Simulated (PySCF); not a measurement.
# C8H8F2PSi+: magnetic properties

Aim: compute the magnetic properties of C8H8F2PSi+ (`FC1=C([SiH3])[P@H+]1c1cccc(F)c1`).

Programs: PySCF 2.14.0, with routines of our own; each step states its level. All values are computed. Atoms count from 0.

## Step 1: The system as given

20 atoms, charge 1, multiplicity 1; geometry from: GFN2-xTB.

## Step 2: Magnetic properties: GIAO PBE/pcSseg-1

What the job is given:

```
{"job": {"kind": "mag", "xc": "PBE", "basis": "pcSseg-1", "isotopologues": 0}, "charge": 1, "multiplicity": 1}
F      2.394407     1.591541    -2.320978
C      2.077208     0.649323    -1.492557
C      2.393072     0.039643    -0.349483
Si     3.703520     0.055104     1.074426
P      0.884403    -0.618929    -1.123610
C     -0.743390    -0.299595    -0.431073
C     -1.793220    -1.157048    -0.752240
C     -3.049655    -0.907810    -0.224730
C     -3.259191     0.176969     0.610361
C     -2.194643     1.015562     0.914526
F     -2.385854     2.056236     1.721109
C     -0.926278     0.798529     0.403589
H      4.444313    -1.177263     0.835138
H      4.425951     1.294364     0.827153
H      2.876006     0.037074     2.275562
H      0.997028    -1.827158    -1.786479
H     -1.628606    -2.003299    -1.404017
H     -3.870892    -1.563937    -0.466404
H     -4.231657     0.382972     1.028701
H     -0.117671     1.468400     0.657971
```

Level: GIAO PBE/pcSseg-1 magnetisability, rotational g tensor and spin-rotation constants, non-relativistic, gas phase.

Launch:

```sh
$ OMP_NUM_THREADS=1 python excited_run.py task.json out
```

The driver reads the jobs from task.json and runs them one after another.

What it wrote:

```text
coarse grid: 19072 points
cycle   1  E = -1138.6579215560  dE =  2.101e+00  |g| = 7.527e-01  |ddm| = 4.657e+00
cycle   2  E = -1138.2740053212  dE =  3.839e-01  |g| = 1.456e+00  |ddm| = 2.536e+00
cycle   3  E = -1138.7685234430  dE = -4.945e-01  |g| = 2.365e-01  |ddm| = 1.965e+00
cycle   4  E = -1138.7797977249  dE = -1.127e-02  |g| = 1.331e-01  |ddm| = 3.775e-01
cycle   5  E = -1138.7843626624  dE = -4.565e-03  |g| = 3.737e-02  |ddm| = 1.545e-01
cycle   6  E = -1138.7846359062  dE = -2.732e-04  |g| = 1.726e-02  |ddm| = 4.552e-02
cycle   7  E = -1138.7846990071  dE = -6.310e-05  |g| = 4.603e-03  |ddm| = 1.988e-02
cycle   8  E = -1138.7847039398  dE = -4.933e-06  |g| = 1.383e-03  |ddm| = 7.039e-03
final grid: 179704 points
cycle   9  E = -1138.8967072838  dE = -3.436e-05  |g| = 1.543e-02  |ddm| = 6.509e-02
cycle  10  E = -1138.8965646675  dE =  1.426e-04  |g| = 2.957e-02  |ddm| = 4.541e-02
cycle  11  E = -1138.8967625232  dE = -1.979e-04  |g| = 3.984e-03  |ddm| = 3.209e-02
cycle  12  E = -1138.8967655900  dE = -3.067e-06  |g| = 1.133e-03  |ddm| = 5.371e-03
cycle  13  E = -1138.8967658987  dE = -3.087e-07  |g| = 4.656e-04  |ddm| = 1.675e-03
cycle  14  E = -1138.8967659575  dE = -5.888e-08  |g| = 7.443e-05  |ddm| = 5.353e-04
cycle  15  E = -1138.8967659588  dE = -1.260e-09  |g| = 2.294e-05  |ddm| = 1.041e-04
cycle  16  E = -1138.8967659589  dE = -1.087e-10  |g| = 9.031e-06  |ddm| = 2.955e-05
converged SCF energy = -1138.8967659589

Magnetisability tensor (1e-30 J/T^2)
    -1497.77      209.44     -139.93
      209.44    -1740.54      361.30
     -139.93      361.30    -2048.69
isotropic -1762.33   principal values   -2351.40  -1567.64  -1367.95
isotropic susceptibility -106.130 1e-6 cm^3/mol

Inertial axes            a          b          c
rot. const./GHz      1.0960     0.3701     0.3379
chi total           -88.524   -100.978   -128.888
chi diamagnetic   -1161.833  -3147.170  -3443.908
chi paramagnetic   1073.309   3046.192   3315.019
quadrupole/D A       29.266     -7.117    -22.149
g nuclear            0.5320     0.5286     0.5311
g electronic        -0.5526    -0.5297    -0.5262
g total             -0.0207    -0.0011     0.0049

Spin-rotation constants (kHz, H = +C I.J)
atom  isotope        aa         bb         cc
  0    19F        1.121      0.449      0.521
  4    31P        1.172      0.440      0.541
 10    19F        1.939      0.505      0.281
 12     1H       -0.068     -0.029     -0.014
 13     1H       -0.070     -0.032     -0.009
 14     1H       -0.046     -0.018     -0.031
 15     1H       -0.121     -0.005     -0.023
 16     1H       -0.097      0.015     -0.030
 17     1H       -0.000     -0.014     -0.028
 18     1H        0.103     -0.038     -0.040
 19     1H       -0.008     -0.015     -0.034
  1    13C*       0.471      0.115      0.125
  2    13C*       0.325      0.079      0.106
  3   29Si*      -0.598     -0.200     -0.184
  5    13C*       0.481      0.099      0.059
  6    13C*       0.397      0.152      0.061
  7    13C*       0.486      0.135      0.060
  8    13C*       0.496      0.123      0.059
  9    13C*       0.427      0.170      0.100
 11    13C*       0.418      0.127      0.059
* in the singly substituted isotopologue
```

Wall time 5.7 min (1 thread of Intel Xeon at 2.50GHz, shared host); peak memory 1.1 GiB.

From this job:

```
              quantity                     value
       magnetisability          -1762·10⁻³⁰ J/T²
  molar susceptibility       -106.1·10⁻⁶ cm³/mol
rotational g (a, b, c)  -0.0207, -0.0011, 0.0049
```

## Step 3: Magnetic properties: common gauge origin OPBE/6-31G

Settings changed since step 2:

```diff
@@ -1,2 +1,2 @@
-{"job": {"kind": "mag", "xc": "PBE", "basis": "pcSseg-1", "isotopologues": 0}, "charge": 1, "multiplicity": 1}
+{"job": {"kind": "mag", "xc": "OPBE", "basis": "6-31G", "gauge": [0, 0, 0], "scf": {"level_shift": 0.3}}, "charge": 1, "multiplicity": 1}
 F      2.394407     1.591541    -2.320978
```

Method: common gauge origin OPBE/6-31G magnetisability, rotational g tensor and spin-rotation constants, non-relativistic, gas phase.

What it wrote:

```text
final grid: 179704 points
cycle   1  E = -1139.1298116060  dE =  2.360e+00  |g| = 7.906e-01  |ddm| = 4.754e+00
cycle   2  E = -1139.1730134028  dE = -4.320e-02  |g| = 8.838e-01  |ddm| = 2.119e+00
cycle   3  E = -1139.2922816521  dE = -1.193e-01  |g| = 2.398e-01  |ddm| = 5.403e-01
cycle   4  E = -1139.3067738796  dE = -1.449e-02  |g| = 6.928e-02  |ddm| = 3.100e-01
cycle   5  E = -1139.3079488060  dE = -1.175e-03  |g| = 1.947e-02  |ddm| = 1.134e-01
cycle   6  E = -1139.3080636742  dE = -1.149e-04  |g| = 5.577e-03  |ddm| = 2.819e-02
cycle   7  E = -1139.3080731020  dE = -9.428e-06  |g| = 2.661e-03  |ddm| = 1.042e-02
cycle   8  E = -1139.3080748330  dE = -1.731e-06  |g| = 9.817e-04  |ddm| = 4.383e-03
cycle   9  E = -1139.3080751122  dE = -2.793e-07  |g| = 4.038e-04  |ddm| = 1.917e-03
cycle  10  E = -1139.3080751724  dE = -6.018e-08  |g| = 1.140e-04  |ddm| = 8.126e-04
cycle  11  E = -1139.3080751814  dE = -8.950e-09  |g| = 4.634e-05  |ddm| = 3.549e-04
cycle  12  E = -1139.3080751836  dE = -2.277e-09  |g| = 2.571e-05  |ddm| = 1.704e-04
cycle  13  E = -1139.3080751843  dE = -7.049e-10  |g| = 1.514e-05  |ddm| = 9.934e-05
level shift removed, Fock matrix diagonalised once more
converged SCF energy = -1139.3080751843

Magnetisability tensor (1e-30 J/T^2)
   -14506.91     -547.50    -2811.16
     -547.50   -38444.49     -895.83
    -2811.16     -895.83   -34038.73
isotropic -28996.71   principal values  -38670.76 -34216.17 -14103.20
isotropic susceptibility -1746.223 1e-6 cm^3/mol

Inertial axes            a          b          c
rot. const./GHz      1.0960     0.3701     0.3379
chi total          -850.580  -2175.649  -2212.439
chi diamagnetic   -1160.323  -3146.619  -3442.956
chi paramagnetic    309.743    970.970   1230.518
quadrupole/D A       28.407     -6.348    -22.059
g nuclear            0.5320     0.5286     0.5311
g electronic        -0.1595    -0.1688    -0.1953
g total              0.3725     0.3598     0.3357

Spin-rotation constants (kHz, H = +C I.J)
atom  isotope        aa         bb         cc
  0    19F        1.618      0.609      0.495
  4    31P        0.878      0.216      0.329
 10    19F        2.207      0.461      0.285
 12     1H       -0.176      0.396      0.159
 13     1H       -0.380      0.111      0.340
 14     1H        0.474     -0.433     -0.317
 15     1H        0.473     -0.147      0.022
 16     1H        0.616     -0.194     -0.105
 17     1H        0.278      0.337      0.222
 18     1H       -0.265      0.521      0.312
 19     1H       -0.280     -0.502     -0.473
  1    13C*       0.117     -0.011      0.046
  2    13C*      -0.000     -0.012     -0.007
  3   29Si*      -0.503     -0.174     -0.160
  5    13C*       0.223     -0.046     -0.084
  6    13C*       0.318      0.051     -0.015
  7    13C*       0.328      0.116      0.033
  8    13C*       0.244      0.127      0.037
  9    13C*       0.134      0.069     -0.026
 11    13C*       0.175     -0.018     -0.083
* in the singly substituted isotopologue
```

Run time: 1.7 min. Hardware: 1 thread of Intel Xeon at 2.50GHz, shared host; peak memory 0.65 GiB.

A normal end doesn't make this result sound: a common gauge origin replaces GIAOs, so the magnetic properties depend on where the origin lies.

## Step 4: Summary of results

```
                                          quantity                               value
       magnetisability (step 2, GIAO PBE/pcSseg-1)                    -1762·10⁻³⁰ J/T²
  molar susceptibility (step 2, GIAO PBE/pcSseg-1)                 -106.1·10⁻⁶ cm³/mol
rotational g (a, b, c) (step 2, GIAO PBE/pcSseg-1)            -0.0207, -0.0011, 0.0049
                                              runs  0 failed, 1 ended on unsound input
```

What this shows: For an ion, the motion of the centre of mass in the field is left out. Vibrational averaging and real surroundings are missing from these values.
